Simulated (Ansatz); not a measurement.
# La3Hf (Pm-3m) in Ansatz: convergence with scf exx energy threshold

Aim: find how far scf exx energy threshold must go before the results for La3Hf settle, at PBE0. This setting moves, with any that are tied to it; all else stays.

Everything below comes from runs of Ansatz 0.2.0. Logs are shortened: lines on timing, memory, paths and dates and some standing lists are left out, and cuts for length are marked.

### 1 The structure

Symmetry: Pm-3m, No. 221, cubic system. The conventional cell has a = 5.045 Å, b = 5.045 Å, c = 5.045 Å, α = 90.00°, β = 90.00°, γ = 90.00°. Hf (site symmetry m-3m) has 12 La at 3.57 Å as nearest neighbours. La (site symmetry 4/mmm) is surrounded by 4 Hf at 3.57 Å and 8 La at 3.57 Å.

The cell comes from a database or a generator and needn't be the stable form of this composition.

### 2 With scf exx energy threshold 0.01

File input.yaml:

```yaml
crystal:
  lattice:
    - [5.045132, 0.0, 0.0]
    - [0.0, 5.045132, 0.0]
    - [0.0, 0.0, 5.045132]
  atoms:
    - { symbol: Hf, position: [0.0, 0.0, 0.0] }
    - { symbol: La, position: [0.5, 0.5, 0.0] }
    - { symbol: La, position: [0.5, 0.0, 0.5] }
    - { symbol: La, position: [0.0, 0.5, 0.5] }
hamiltonian:
  xc: pbe0
  pseudopotentials: { kind: paw, source: jth }
kpoints:
  mp_grid: { grid: [3, 3, 3] }
scf:
  occupations: { method: fermi_dirac, width: 0.05 }
  exx: { energy_threshold: 0.01 }
output:
  forces: true
  stress: true
  eigenvalues: true
```

Potentials or basis: JTH PAW.

Command:

```
ansatz run input.yaml --threads 2 --pin off --max-ram 5632MiB --backend cpu --events-out ev --progress --plain --runs-dir out
```

It took 3.7 min on 2 threads of Arm Neoverse V1, shared host; peak memory 3.2 GiB.

What came out:

```yaml
Free_energy: -28182.8381 eV
Pressure: 0.3 GPa
Band_gap_on_the_k_mesh: none (metal or under the smearing width)
```

### 3 With scf exx energy threshold 0.001

Edit input.yaml of step 2 so:

```diff
@@ -17,3 +17,3 @@
   occupations: { method: fermi_dirac, width: 0.05 }
-  exx: { energy_threshold: 0.01 }
+  exx: { energy_threshold: 0.001 }
 output:
```

Potentials or basis: JTH PAW.

Command:

```
ansatz run input.yaml --threads 2 --pin off --max-ram 5632MiB --backend cpu --events-out ev --progress --plain --runs-dir out
```

It took 3.7 min on 2 threads of Arm Neoverse V1, shared host; peak memory 3.2 GiB.

Results:

- Free energy: -28182.8381 eV
- Pressure: 0.3 GPa
- Band gap on the k mesh: none (metal or under the smearing width)

### 4 With scf exx energy threshold 0.0001

Edit input.yaml of step 3 so:

```diff
@@ -17,3 +17,3 @@
   occupations: { method: fermi_dirac, width: 0.05 }
-  exx: { energy_threshold: 0.001 }
+  exx: { energy_threshold: 0.0001 }
 output:
```

Command:

```
ansatz run input.yaml --threads 2 --pin off --max-ram 5632MiB --backend cpu --events-out ev --progress --plain --runs-dir out
```

Run time: 3.5 min. Hardware: 2 threads of Arm Neoverse V1, shared host; peak memory 3.2 GiB.

Results:

```yaml
Free_energy: -28182.8381 eV
Pressure: 0.3 GPa
Band_gap_on_the_k_mesh: none (metal or under the smearing width)
```

### 5 With scf exx energy threshold 1e-05

Edit input.yaml of step 4 so:

```diff
@@ -17,3 +17,3 @@
   occupations: { method: fermi_dirac, width: 0.05 }
-  exx: { energy_threshold: 0.0001 }
+  exx: { energy_threshold: 1.0e-05 }
 output:
```

Command:

```
ansatz run input.yaml --threads 2 --pin off --max-ram 5632MiB --backend cpu --events-out ev --progress --plain --runs-dir out
```

Wall time 3.5 min (2 threads of Arm Neoverse V1, shared host); peak memory 3.2 GiB.

Results (log left out):

| Quantity | Value |
| --- | --- |
| Free energy | -28182.8381 eV |
| Pressure | 0.3 GPa |
| Band gap on the k mesh | none (metal or under the smearing width) |

### 6 With scf exx energy threshold 1e-06

Edit input.yaml of step 5 so:

```diff
@@ -17,3 +17,3 @@
   occupations: { method: fermi_dirac, width: 0.05 }
-  exx: { energy_threshold: 1.0e-05 }
+  exx: { energy_threshold: 1.0e-06 }
 output:
```

Potentials or basis: JTH PAW.

Command:

```
ansatz run input.yaml --threads 2 --pin off --max-ram 5632MiB --backend cpu --events-out ev --progress --plain --runs-dir out
```

Run time: 4 min. Hardware: 2 threads of Arm Neoverse V1, shared host; peak memory 3.2 GiB.

The run converged. Its results:

- Free energy: -28182.8381 eV
- Pressure: 0.3 GPa
- Band gap on the k mesh: none (metal or under the smearing width)

### 7 With scf exx energy threshold 1e-07

Edit input.yaml of step 6 so:

```diff
@@ -17,3 +17,3 @@
   occupations: { method: fermi_dirac, width: 0.05 }
-  exx: { energy_threshold: 1.0e-06 }
+  exx: { energy_threshold: 1.0e-07 }
 output:
```

Potentials or basis: JTH PAW.

Command:

```
ansatz run input.yaml --threads 2 --pin off --max-ram 5632MiB --backend cpu --events-out ev --progress --plain --runs-dir out
```

The log of the run:

```text
Warning: the checks of this Hf dataset prove no rule for summing its radial tables, as where they were carried onto another mesh than they were made on, and Gregory's rule is taken, under which a leading mesh point left out moves its sums only by what lay on the interval it spanned. That does not make them correct, and they differ from Quantum ESPRESSO's on this file; a re-export a fraction of a mesh step off can move them. hamiltonian.pseudopotentials.radial_quadrature: simpson_from_first_knot sums it by `pw.x`'s rule; on a PAW file no value gives `pw.x`'s numbers. What more to know: hamiltonian.pseudopotentials.radial_quadrature, in the input reference
Warning: the checks of this La dataset prove no rule for summing its radial tables, as where they were carried onto another mesh than they were made on, and Gregory's rule is taken, under which a leading mesh point left out moves its sums only by what lay on the interval it spanned. That does not make them correct, and they differ from Quantum ESPRESSO's on this file; a re-export a fraction of a mesh step off can move them. hamiltonian.pseudopotentials.radial_quadrature: simpson_from_first_knot sums it by `pw.x`'s rule; on a PAW file no value gives `pw.x`'s numbers. What more to know: hamiltonian.pseudopotentials.radial_quadrature, in the input reference
Warning: output.stress: scf.convergence.dr2_threshold = 1e-7 eV (the SCF's general default) is looser than the 4e-10 eV advised for a printed stress (1e-10 eV for each atom of the cell: 4). What an SCF threshold leaves in a stress goes as its square root, and in the free energy as the threshold itself, and one threshold admits the most on a small cell: of the crystals measured, under no hybrid functional and no lock of the moments, on runs that ended without the residual-converged pass, on stresses that held no estimate of that error, the worst erred by over 100 MPa in a component at 1e-7 eV an atom and by under 5 at 1e-10. Set scf.convergence.dr2_threshold to 4e-10 eV or tighter. The threshold is an SCF's pass mark: one that does not reach it within its budget of iterations ends unconverged, or closes short of it on a stop that the run arms, and scf.convergence.dr2_threshold's page says what that costs each kind of run
Warning: output.stress: scf.exx.energy_threshold = 1e-7 eV is looser than the 4e-8 eV advised for a stress under a hybrid functional (1e-8 eV for each atom of the cell: 4). Every SCF of the exchange loop can meet its threshold on dr2 while the loop round them stops early: no threshold on dr2 bounds what that leaves in the stress. Set scf.exx.energy_threshold to 4e-8 eV or tighter. The threshold is the loop's pass mark: a loop that does not reach it within its budget of cycles ends unconverged, and scf.exx.energy_threshold's page has the law
Warning: RAYON_NUM_THREADS=2 ignored (pool sized by the plan → 2); use --threads N
Engine: ansatz 0.2.0, aarch64-unknown-linux-gnu
Pseudopotentials: kind: paw
Pseudopotential: Hf, paw, valence charge 12, recommended cutoff 1230 eV (normal), Hf.paw.azcp
Pseudopotential: La, paw, valence charge 11, recommended cutoff 840 eV (normal), La.paw.azcp
Functional definition: PBE0
  parameter a = 0.25
  parameter kappa = 0.804
  parameter beta = 0.06672455060314922
  exchange = (1 - a)*pbe_x(kappa = kappa, mu = beta*pi^2/3) + a*exact_x
  correlation = pbe_c(beta = beta)
Crystal: 4 atoms, lattice volume = 128.416 Å³
Basis set: ecut = 1230 eV, 12557 PW (Γ), exchange–correlation on 120×120×120 points (8 copies of the dense FFT grid, shifted against one another)
Bands: 27, of which v1, the nominal top of the filled ones, is band 23 counted from 1 (22 counted from 0)
Symmetry: 48 space group operations
Space group: Pm-3m (ITA 221), of the structure as read, at distance tolerance 5.0e-5 Å
k-points: 4 of 27
Non-local potential: Hf, projectors of the file, l = 0: 2, l = 1: 2, l = 2: 2
Non-local potential: La, projectors of the file, l = 0: 2, l = 1: 2, l = 2: 2, l = 3: 2
PAW form: soft (Blöchl's): semilocal exchange-correlation on the pseudo side does not see the compensation charge
PAW frozen core: Hf, regenerated for the run's functional, and the local potential with it (the file was generated under x = pbe(κ = 0.804, μ = 0.2195149727645171), c = pbe(β = 0.06672455060314922))
[... 80 lines left out ...]
SCF iter   4: F=-28182.838143 eV  HF=-28182.838143 eV  |F-HF|=1.56e-10  |Δ(HF+E_count)|=  3.31e-10  Δρ=2.26e-7  dr2=2.06e-10  ethr=2.41e-12  ⟨swp⟩=6.2  Hψ=302  notcnv=0  defer=1
SCF 5 converged in 4 iterations: F = -28182.838143 eV  dr2 = 2.06e-10
  Residual-converged pass: ⟨swp⟩=3.5  Hψ=288  notcnv=0  max |occ|·‖R‖ = 7.6e-7 eV (tolerance 7.7e-7 eV)  dr2=1.96e-10  dr2_onsite=5.51e-12  max |Δocc| = 2.4e-13
hybrid outer 4: dexx = +1.102e-7 eV, tail = 5.78e-10 eV, Δε = 1.75e-4 eV (about 9.76e-6 eV left of the loop's levels), ΔF = 1.47e-29 eV/Å (tail 3.60e-30)
hybrid SCF converged: 4 outer / 28 inner (+16 warm-up), last move |dexx| = 1.10e-7 eV, tail = 5.78e-10 eV
Stability not checked: this state was not tested for a lower state beside it, because the functional holds exact exchange (a hybrid, or Hartree-Fock), whose exchange loop this test does not read (fock_operator; see scf.lower_state_search)
Free energy (F): -28182.838143 eV
Frozen-core exchange: fock
Harris-Foulkes:  -28182.838143 eV  (|F-HF|=1.56e-10)
Internal energy: -28182.810417 eV  (E = F + TS)
E sigma→0 (E₀):  -28182.824280 eV
Entropy (-TS):   -0.027725 eV (-6.931 meV/atom)
Fermi energy:    12.788689 eV
--- Per-component energies (eV) ---
  E_band       = -344.731529
  E_kinetic    = 949.763384
  E_local      = -550.278166  (includes V_loc(G=0)·N_el)
  E_nonlocal   = -789.359280
  E_hartree    = 477.903507
  E_xc         = -849.464785
  E_vxc        = -618.395587  (∫ρ·V_xc dr)
  E_exx        = -113.103977  (= α·E_x^exact, valence–valence)
  E_paw        = -23989.005472  (= ΣΔE_a)
  E_vpaw       = -66.061299  (= ΣTr[D̂ρ^β])
  E_aug_tail   = 0.000125  (compensation charges beyond the density's cutoff)
  E_ewald      = -3314.796583
  E_core_change = -4.469171  (= ΣΔE_core)
  E_smearing   = -0.027725  (= −TS)
  E_closure    = 0.000001  (closes the sum)
  Σ components = -28182.838143   (vs F -28182.838143, Δ=0.00e0)
--- Forces (eV/Å), atoms counted from 1 ---
  atom   1  Hf    -0.00000000     0.00000000    -0.00000000
  atom   2  La    -0.00000000    -0.00000000     0.00000000
  atom   3  La     0.00000000    -0.00000000     0.00000000
  atom   4  La     0.00000000     0.00000000    -0.00000000
  max |Σ_I F_I| component: 1.30e-29 eV/Å
--- Stress (GPa, compression-positive) ---
        0.303616      -0.000000       0.000000
       -0.000000       0.303616       0.000000
       -0.000000       0.000000       0.303616
  P = ⅓ Tr σ = 0.3036 GPa (3.036 kbar)
--- Band table (eV) ---
  k-point 0: bands = ["-54.4043", "-23.4170", "-23.0366", "-23.0366", "-21.5651", "-21.5651", "-21.5651", "-6.6219", "-6.6219", "-6.6219", "-5.6204", "-5.6204", "-5.6204", "-5.1342", "-5.1342", "-5.1342", "6.7886", "8.9332", "9.5477", "9.5477", "10.0783", "10.0783", "10.0783", "14.6031", "14.6031", "14.6031", "15.7611"]
  k-point 1: bands = ["-54.4043", "-23.3433", "-23.1201", "-23.0352", "-21.5668", "-21.5668", "-21.5604", "-6.4528", "-6.4528", "-6.3380", "-5.7342", "-5.7342", "-5.6781", "-5.6068", "-5.2545", "-5.2545", "7.9795", "9.8698", "10.1138", "10.6195", "10.7663", "11.1952", "11.1952", "13.0963", "14.0382", "14.2529", "14.2529"]
  k-point 2: bands = ["-54.4042", "-23.2767", "-23.1357", "-23.0872", "-21.5671", "-21.5657", "-21.5635", "-6.6135", "-6.2897", "-6.2458", "-5.9845", "-5.7643", "-5.7452", "-5.4874", "-5.3521", "-5.1654", "8.7969", "10.8015", "10.9254", "11.1611", "11.2113", "11.4379", "11.8126", "13.0225", "13.1665", "13.6338", "13.8065"]
  k-point 3: bands = ["-54.4042", "-23.2299", "-23.1307", "-23.1307", "-21.5698", "-21.5698", "-21.5658", "-6.9544", "-6.3412", "-6.3258", "-6.3258", "-5.5255", "-5.5255", "-5.2463", "-5.1671", "-5.1671", "8.3845", "10.1907", "10.8000", "10.8000", "11.8770", "12.8762", "12.8762", "13.4075", "13.8820", "13.8820", "14.6392"]
```

Run time: 4 min. Hardware: 2 threads of Arm Neoverse V1, shared host; peak memory 3.2 GiB.

Results:

- Free energy: -28182.8381 eV
- Pressure: 0.3 GPa
- Band gap on the k mesh: none (metal or under the smearing width)

### 8 The series at a glance

| scf exx energy threshold | energy less the tightest run, at zero smearing (meV/atom) | SCF cycles | CPU time (s) | peak memory (GiB) |
| --- | --- | --- | --- | --- |
| 0.01 | 0.00 | 38 | 440 | 3.2 |
| 0.001 | 0.00 | 38 | 430 | 3.2 |
| 0.0001 | 0.00 | 38 | 410 | 3.2 |
| 1e-05 | 0.00 | 39 | 410 | 3.2 |
| 1e-06 | 0.00 | 41 | 470 | 3.2 |
| 1e-07 | 0.00 | 44 | 480 | 3.2 |

Against the tightest run, the energy stays within 1 meV/atom from 0.01 on. The tightest run that finished is the yardstick and may itself not be fully converged.

Caveats: all runs use coarse meshes; the magnetic or orbital state may not be the lowest; the thresholds are loose for stress.
